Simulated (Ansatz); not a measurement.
# HgTe: the cost of one run

Program: Ansatz 0.2.0. Level of theory: DFT PBE, scalar-relativistic, plane waves, PAW. These are calculated values, not measurements.

2 further runs of the same task are left out: 2 set aside as unsound or not needed.

### 1 The structure to begin with

The structure is cubic, space group F-43m (No. 216). The conventional cell has a = 6.650 Å, b = 6.650 Å, c = 6.650 Å, α = 90.00°, β = 90.00°, γ = 90.00°. Hg (site symmetry -43m) is surrounded by 4 Te at 2.88 Å. Te (site symmetry -43m) has 4 Hg at 2.88 Å as nearest neighbours.

As a file:

```cif
data_structure
_symmetry_space_group_name_H-M 'P 1'
_symmetry_Int_Tables_number 1
_cell_length_a 4.7020
_cell_length_b 4.7020
_cell_length_c 4.7020
_cell_angle_alpha 60.000
_cell_angle_beta 60.000
_cell_angle_gamma 60.000
_cell_volume 73.51
loop_
_atom_site_label
_atom_site_type_symbol
_atom_site_fract_x
_atom_site_fract_y
_atom_site_fract_z
_atom_site_occupancy
Hg1 Hg 0.00000 0.00000 0.00000 1
Te1 Te 0.25000 0.25000 0.25000 1
```

It is the result of an earlier relaxation at this level (volume 36.75 Å³/atom; gap on the mesh: none (metal)).

### 2 The bulk in the cell of the plane

Input file input.yaml:

```yaml
crystal:
  lattice:
    - [4.7019744874, 0.0, 0.0]
    - [0.0, 6.64959609, 0.0]
    - [2.3509872437, -3.324798045, 2.3509872437]
  atoms:
    - { symbol: Hg, position: [0.0, 0.0, 0.0] }
    - { symbol: Te, position: [0.5, 0.25, 0.0] }
basis:
  ecutwfc: 420
kpoints:
  mp_grid: { grid: [8, 5, 15] }
hamiltonian:
  xc: pbe
scf:
  occupations: { method: gaussian, width: 0.1 }
output:
  forces: true
  stress: true
  eigenvalues: true
```

Started as:

```sh
$ ansatz run input.yaml --threads 4 --pin off --max-ram 9216MiB --backend cpu --events-out ev --progress --plain --runs-dir out
```

Q: Estimate wall time and peak memory on 4 threads of Arm Neoverse V2, shared host.

About 5.5 s, with a peak of 0.59 GiB.
